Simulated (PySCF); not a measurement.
# SbH+: from the state search to spectroscopic constants

An exercise on one series of results from a longer session: the logs are not shown, and one member is left open.

The runs use PySCF 2.14.0; Sb def2-TZVPPD with ECP28, H def2-TZVPPD, scalar-relativistic core potentials.

The first run:

The job is set up so:

| Quantity | Value |
| --- | --- |
| atoms | Sb, H |
| charge | 1 |
| basis | Sb def2-TZVPPD with ECP28, H def2-TZVPPD |
| Hamiltonian | scalar-relativistic core potentials |
| basis functions | 73 |
| electrons treated | 23 |
| masses in u | 120.9038, 1.0078 |
| levels | PBE0, PBE, r²SCAN, PBEsol, TPSS, M06-2X, r²SCAN0, BHandHLYP, ωB97X, HF, MP2, SCS-MP2, CCSD, CCSD(T) |
| grid | 80 radial by 434 angular points |
| occupations | held fixed by the projection of orbital angular momentum |
| dissociation limit | Sb+ + H, each in its ground configuration |
| starting distance in angstrom | 1.785 |
| values of 2S to try | 1, 3 |

On the command line:

```
$ OMP_NUM_THREADS=1 python dia.py task.json out
```

Steps of the session up to this table: The job; PBE0 along the bond; Other states along the same grid; PBE (GGA); r²SCAN (meta-GGA); PBEsol; TPSS; M06-2X; r²SCAN0 (hybrid meta-GGA); BHandHLYP (global hybrid GGA); ωB97X (range-separated hybrid); UHF (mean field); Correlated methods on the Hartree–Fock reference.

One table of the session follows, with a row left open; its other results are not shown here.

It belongs to the step «The curves together». Energy (eV) from each level's lowest point:

```
R (Å)    UHF  UHF-MP2  UHF-SCS-MP2  UHF-CCSD  UHF-CCSD(T)
1.473  0.546    0.499        0.513       n/a          n/a
1.542  0.233    0.207        0.216     0.230        0.236
1.610      ?        ?            ?         ?            ?
1.662  0.006    0.001        0.004     0.009        0.011
1.713  0.000    0.000        0.000     0.000        0.000
1.764  0.034    0.036        0.034     0.028        0.026
1.833  0.129    0.131        0.126     0.111        0.105
1.919  0.307    0.304        0.296     0.268        0.255
2.021  0.577    0.571        0.563     0.505        0.484
2.158  0.942    1.070        1.098       n/a          n/a
```

Estimate the missing values for R (Å) = 1.610.

Worked estimate for «UHF». A straight line through the neighbours (1.542, 0.233) and (1.662, 0.006) gives 0.233 + (0.006 − 0.233) × (1.610 − 1.542) / (1.662 − 1.542) = 0.104; a parabola fitted to 4 rows on both sides gives 0.058.

**Answer.** UHF: 0.062; UHF-MP2: 0.050; UHF-SCS-MP2: 0.055; UHF-CCSD: 0.065; UHF-CCSD(T): 0.069. In «UHF» the line misses by +0.042 and the parabola by -0.004.
